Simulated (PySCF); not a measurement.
# CH₄BBr: geometry, electronic excitations

What electronic excitations should CH₄BBr (`CBBr`) show?

Computed with PySCF 2.14.0, with density-fitted response routines of our own, on a single molecule in the gas phase. Atoms count from 0, in the outputs and in this text.

## Step 1: The starting structure

7 atoms, charge 0, multiplicity 1; geometry from: GFN2-xTB. The atoms were then displaced at random by about 0.01 Å, so the start is not that level's minimum.

Bonds of the start (Å): C0–B1 1.55, B1–Br2 1.85, C0–H3 1.09, C0–H4 1.12, C0–H5 1.06, B1–H6 1.18.

## Step 2: Geometry optimisation at PBE0-D3(BJ)/def2-SVP

Job settings and geometry (Å):

```
{"job": {"xc": "PBE0", "basis": "def2-SVP", "d3": "d3bj", "grid": 1, "shake": 0.01, "kind": "geom"}, "charge": 0, "multiplicity": 1}
C     -0.680610    -0.194250     0.076660
B      0.764460     0.343460    -0.097330
Br     2.180270    -0.845160    -0.198240
H     -1.120950     0.248730     0.970770
H     -1.332130     0.173300    -0.759390
H     -0.798550    -1.247140     0.121350
H      1.021460     1.491960    -0.163760
```

Command:

```bash
$ OMP_NUM_THREADS=1 python probes_run.py task.json out
```

One launch serves the whole session: the jobs run in the order shown.

Standard output:

```text
step   0  E = -2638.80569438  max force = 0.028072
step   1  E = -2638.80895767  max force = 0.007847
step   2  E = -2638.80900611  max force = 0.001611
step   3  E = -2638.80903808  max force = 0.001307
step   4  E = -2638.80904623  max force = 0.000237
optimisation converged
```

Run time: 11 s. Hardware: 1 thread of Arm Neoverse V2, shared host; peak memory 0.34 GiB.

Step by step:

```
step  energy from step 0 (eV)  largest force component (eV/Å)
   0                   0.0000                          1.4435
   1                  -0.0888                          0.4035
   2                  -0.0901                          0.0828
   3                  -0.0910                          0.0672
   4                  -0.0912                          0.0122
```

Close pairs (by a distance rule), those that changed most:

| bond | before (Å) | after (Å) | change (Å) |
| --- | --- | --- | --- |
| B1–Br2 | 1.851 | 1.911 | +0.059 |
| C0–H5 | 1.060 | 1.098 | +0.038 |
| B1–H6 | 1.179 | 1.206 | +0.028 |
| C0–H4 | 1.122 | 1.106 | -0.016 |
| C0–H3 | 1.091 | 1.104 | +0.014 |
| C0–B1 | 1.552 | 1.552 | +0.001 |

The final coordinates are the input of the step that follows.

| at the end point | value |
| --- | --- |
| rotational constants (GHz, main isotopes) | 40.201, 3.586, 3.360 |
| dipole moment (D) | 1.41 |

## Step 3: TDDFT and polarisability: PBE0/aug-cc-pVTZ

Job settings and geometry (Å):

```
{"job": {"kind": "uv", "xc": "PBE0", "basis": "aug-cc-pVTZ"}, "charge": 0, "multiplicity": 1}
C     -0.731763    -0.339538    -0.180590
B      0.743889     0.136077    -0.256180
Br     2.200683    -1.096822    -0.351020
H     -1.224383     0.132986     0.687493
H     -1.267948     0.056474    -1.062548
H     -0.872933    -1.427401    -0.134930
H      1.055188     1.301627    -0.268669
```

Level: TDDFT PBE0/aug-cc-pVTZ, vertical, gas phase, core orbitals frozen in the response.

Standard output:

```text
coarse grid: 27584 points
cycle   1  E = -2639.2090355792  dE = -9.674e-01  |g| = 3.395e-01  |ddm| = 5.446e+00
cycle   2  E = -2639.2101587587  dE = -1.123e-03  |g| = 3.069e-01  |ddm| = 1.173e+00
cycle   3  E = -2639.2319307425  dE = -2.177e-02  |g| = 4.081e-02  |ddm| = 5.497e-01
cycle   4  E = -2639.2323305495  dE = -3.998e-04  |g| = 9.058e-03  |ddm| = 8.576e-02
cycle   5  E = -2639.2323492609  dE = -1.871e-05  |g| = 5.791e-03  |ddm| = 2.237e-02
cycle   6  E = -2639.2323580097  dE = -8.749e-06  |g| = 3.714e-04  |ddm| = 8.263e-03
final grid: 56984 points
cycle   7  E = -2639.2323364875  dE = -4.210e-08  |g| = 3.044e-04  |ddm| = 1.279e-02
cycle   8  E = -2639.2323364832  dE =  4.269e-09  |g| = 3.251e-04  |ddm| = 1.091e-03
cycle   9  E = -2639.2323365140  dE = -3.085e-08  |g| = 4.545e-05  |ddm| = 5.357e-04
cycle  10  E = -2639.2323365146  dE = -5.821e-10  |g| = 6.405e-06  |ddm| = 6.412e-05
converged SCF energy = -2639.2323365146

Static polarisability (au): isotropic 50.553, principal 40.764 46.624 64.270

Singlet excitations
state   eV       nm        f      main configurations
  1   4.9440    250.8   0.00006   H->L 0.99
  2   6.5114    190.4   0.12573   H-1->L 0.95
  3   6.6635    186.1   0.00200   H-2->L 0.98
  4   7.0365    176.2   0.05992   H->L+1 0.89
  5   7.1775    172.7   0.00004   H-3->L 0.98
  6   7.4966    165.4   0.04187   H->L+2 0.80
  7   7.7259    160.5   0.01353   H->L+3 0.96
  8   7.8516    157.9   0.00251   H->L+4 0.97
  9   7.9387    156.2   0.05056   H-1->L+1 0.89, H-1->L+2 0.09
 10   7.9914    155.1   0.01847   H->L+5 0.74, H->L+2 0.10

Triplet excitations (Tamm-Dancoff, eV): 4.6344 5.3554 6.0675 6.6204
```

Run time: 25 s. Hardware: 1 thread of Arm Neoverse V2, shared host; peak memory 0.86 GiB.

The orbitals next to the gap, with their largest atomic shares:

| orbital | eV | atoms |
| --- | --- | --- |
| HOMO−3 | -10.48 | C0 31 %, B1 27 %, Br2 17 % |
| HOMO−2 | -9.81 | Br2 34 %, B1 26 %, C0 17 % |
| HOMO−1 | -8.95 | Br2 72 %, B1 21 % |
| HOMO | -8.03 | Br2 65 %, B1 21 %, C0 6 % |
| LUMO | -1.43 | B1 47 %, Br2 21 %, C0 15 % |
| LUMO+1 | -0.07 | H4 26 %, H3 25 %, H5 20 % |
| LUMO+2 | 0.45 | B1 64 %, Br2 20 %, C0 9 % |

With each of the 10 states as a Gaussian band of 0.4 eV half-width at 1/e, the curve within the window shown has maxima at 189 nm (ε 5,700), 160 nm (ε 4,100) L/(mol cm). Beyond the last state computed it falls off for lack of states. The curve at chosen wavelengths:

nm, ε (L/mol/cm) and a bar:
```
      150       1504 ########
      155       3406 ##################
      161       4006 #####################
      166       3549 ###################
      172       3459 ##################
      177       3908 #####################
      182       4738 #########################
      188       5659 ##############################
      193       5252 ############################
      199       3343 ##################
      204       1712 #########
      209        693 ####
      215        179 #
      220         48 
      226          9 
      231          2 
      236          2 
      242          2 
      247          2 
      253          2 
      258          2 
      263          2 
      269          1 
      274          1 
      280          0 
      285          0
```

Ground-state properties from the same run:

```
           property  computed
  dipole moment (D)      1.46
polarisability (Å³)      7.49
 HOMO–LUMO gap (eV)      6.61
      −ε(HOMO) (eV)      8.03
```

## Step 4: TDDFT and polarisability: PBE0/def2-TZVPD

The job, as its differences from that of step 3:

```diff
@@ -1,2 +1,2 @@
-{"job": {"kind": "uv", "xc": "PBE0", "basis": "aug-cc-pVTZ"}, "charge": 0, "multiplicity": 1}
+{"job": {"kind": "uv", "xc": "PBE0", "basis": "def2-TZVPD"}, "charge": 0, "multiplicity": 1}
 C     -0.731763    -0.339538    -0.180590
```

Level: TDDFT PBE0/def2-TZVPD, vertical, gas phase, core orbitals frozen in the response.

Standard output:

```text
coarse grid: 27584 points
cycle   1  E = -2639.1622307570  dE = -9.780e-01  |g| = 3.798e-01  |ddm| = 2.079e+00
cycle   2  E = -2639.1636047582  dE = -1.374e-03  |g| = 3.318e-01  |ddm| = 5.713e-01
cycle   3  E = -2639.1859207746  dE = -2.232e-02  |g| = 4.618e-02  |ddm| = 2.263e-01
cycle   4  E = -2639.1864530839  dE = -5.323e-04  |g| = 9.271e-03  |ddm| = 4.378e-02
cycle   5  E = -2639.1864710196  dE = -1.794e-05  |g| = 6.259e-03  |ddm| = 1.244e-02
cycle   6  E = -2639.1864815637  dE = -1.054e-05  |g| = 3.330e-04  |ddm| = 5.000e-03
cycle   7  E = -2639.1864815891  dE = -2.536e-08  |g| = 8.714e-05  |ddm| = 4.735e-04
final grid: 56984 points
cycle   8  E = -2639.1864823722  dE = -1.691e-08  |g| = 7.687e-05  |ddm| = 3.955e-03
cycle   9  E = -2639.1864823726  dE = -4.566e-10  |g| = 6.517e-05  |ddm| = 2.278e-04
cycle  10  E = -2639.1864823734  dE = -7.476e-10  |g| = 4.109e-06  |ddm| = 5.419e-05
converged SCF energy = -2639.1864823734

Static polarisability (au): isotropic 50.480, principal 40.730 46.583 64.127

Singlet excitations
state   eV       nm        f      main configurations
  1   4.9428    250.8   0.00006   H->L 0.99
  2   6.5159    190.3   0.12717   H-1->L 0.95
  3   6.6640    186.1   0.00201   H-2->L 0.98
  4   7.1292    173.9   0.05860   H->L+1 0.94
  5   7.1756    172.8   0.00008   H-3->L 0.98
  6   7.6018    163.1   0.03070   H->L+2 0.86
  7   7.9778    155.4   0.01545   H->L+3 0.95
  8   8.0299    154.4   0.06096   H-1->L+1 0.94
  9   8.1491    152.1   0.00311   H->L+4 0.99
 10   8.3548    148.4   0.05232   H->L+5 0.86

Triplet excitations (Tamm-Dancoff, eV): 4.6338 5.3575 6.0677 6.6183
```

Run time: 13 s. Hardware: 1 thread of Arm Neoverse V2, shared host; peak memory 0.73 GiB.

This run: HOMO -8.03 eV, LUMO -1.42 eV; lowest singlet 4.94 eV.

## Step 5: Side by side: electronic excitations

Excitations and ground-state properties, with basis size and wall time:

| run | lowest singlet (eV) | brightest (eV) | f | gap (eV) | α (Å³) | μ (D) | functions | time |
| --- | --- | --- | --- | --- | --- | --- | --- | --- |
| PBE0/aug-cc-pVTZ | 4.94 | 6.51 | 0.126 | 6.61 | 7.49 | 1.46 | 243 | 25 s |
| PBE0/def2-TZVPD | 4.94 | 6.52 | 0.127 | 6.61 | 7.48 | 1.46 | 167 | 13 s |

## Step 6: Summary of results

| quantity | value |
| --- | --- |
| rotational constants (main isotopes) | 40.20, 3.59, 3.36 GHz |
| lowest singlet (PBE0/aug-cc-pVTZ) | 4.94 eV (251 nm), f = 0.000 |
| brightest single state of those computed | state 2, 6.51 eV, f = 0.126 |
| lowest triplet | 4.63 eV |
| range of the lowest singlet | 4.94 to 4.94 eV |

The optimisation took 4 steps and gained 0.091 eV; among the close pairs (by a distance rule), B1–Br2 changed most, from 1.851 to 1.911 Å. The lowest singlet, at 4.94 eV, is HOMO→LUMO 0.99 and is dark; of the 10 states computed, the strongest absorption comes from state 2 at 6.51 eV. The lowest triplet lies 0.31 eV below the lowest singlet (triplets in Tamm-Dancoff, singlets in full TDDFT).
